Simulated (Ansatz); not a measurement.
Crystal: MoN2.

```
Mo N
1.0
     4.34805    0.00000    0.00000
     0.00000    4.34805    0.00000
     0.00000    0.00000    2.76746
Mo N
2 4
Direct
  0.00000 0.00000 0.00000
  0.50000 0.50000 0.00000
  0.61165 0.88835 0.50000
  0.38835 0.11165 0.50000
  0.11165 0.61165 0.50000
  0.88835 0.38835 0.50000
```

Measurements of this composition are mostly on another form, of space group No. 160.

Base run:

- Program: Ansatz 0.2.0
- Functional: PBE
- Potentials or basis: Ansatz PAW
- Cutoff: 420 eV
- Density cutoff: 1680 eV
- k mesh: 6 × 6 × 10
- Occupations: fermi-dirac, width 0.05 eV
- Spin: no spin polarisation

Its results: band gap on the k mesh none (metal or under the smearing width); pressure -3.8 GPa; largest force 0.071 eV/Å.

Q: The run is repeated on the same cell with these changes: functional from PBE to PBEsol. What comes out?

A: Band gap on the k mesh none (metal or under the smearing width); pressure -14.1 GPa; largest force 0.034 eV/Å.

PBEsol binds more tightly than PBE, so the same cell stands under less pressure.

Caveats: the PAW data sets come from PBE, with cores solved anew for the run's functional, which leaves a small shift of forces and pressure (some runs).

Not every run made on this cell is shown here.
